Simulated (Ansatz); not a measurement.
# Cs4BH: the cost of one run

Method: DFT PBE, scalar-relativistic, plane waves, PAW, in Ansatz 0.2.0.

1 further run of the same task is left out (it didn't finish).

## Step 1: The system as given

It takes space group P-6m2 (No. 187, hexagonal). Conventional cell: a = 6.961 Å, b = 6.961 Å, c = 5.407 Å, α = 90.00°, β = 90.00°, γ = 120.00°. Cs (site symmetry -6m2) has 6 Cs at 3.36 Å and 3 B at 4.02 Å and 3 H at 4.02 Å in its first shell of neighbours. Around Cs (site symmetry mm2) lie 6 Cs at 3.36 to 3.50 Å and 2 B at 3.38 Å and 4 H at 4.41 Å. Around B (site symmetry -6m2) lie 6 Cs at 3.38 Å. H (site symmetry -6m2) has 3 B at 4.02 Å and 15 Cs at 4.02 to 4.41 Å in its first shell of neighbours.

Coordinates:

```
Cs B H
1.0
     6.96059    0.00000    0.00000
    -3.48029    6.02804    0.00000
     0.00000    0.00000    5.40735
Cs B H
4 1 1
Direct
  0.33333 0.66667 0.00000
  0.66436 0.83218 0.50000
  0.16782 0.83218 0.50000
  0.16782 0.33564 0.50000
  0.00000 0.00000 0.00000
  0.66667 0.33333 0.00000
```

A structure generator made this guess: species swapped into a database cell of HoAlCu4 (P-6m2, No. 187), with H on the Ho sites, B on the Al sites and Cs on the Cu sites. The dimensions are guesses.

## Step 2: The guess as it stands, on a coarse mesh

input.yaml reads:

```yaml
crystal:
  lattice:
    - [6.96058677, 0.0, 0.0]
    - [-3.48029338, 6.02804497, 0.0]
    - [0.0, 0.0, 5.40734541]
  atoms:
    - { symbol: Cs, position: [0.33333333, 0.66666667, 0.0] }
    - { symbol: Cs, position: [0.66436062, 0.83218031, 0.5] }
    - { symbol: Cs, position: [0.16781969, 0.83218031, 0.5] }
    - { symbol: Cs, position: [0.16781969, 0.33563938, 0.5] }
    - { symbol: B, position: [0.0, 0.0, 0.0] }
    - { symbol: H, position: [0.66666667, 0.33333333, 0.0] }
basis:
  ecutwfc: 420
kpoints:
  mp_grid: { grid: [3, 3, 4] }
hamiltonian:
  xc: pbe
scf:
  occupations: { method: gaussian, width: 0.1 }
  lower_state_search: "off"
output:
  forces: true
  stress: true
  eigenvalues: true
```

The run is started by

```console
> ansatz run input.yaml --threads 1 --pin off --max-ram 2560MiB --backend cpu --events-out ev --progress --plain --runs-dir out
```

What time and memory should one allow on 1 thread of Intel Xeon at 2.70GHz, shared host?

About 8.7 s, with a peak of 0.42 GiB.
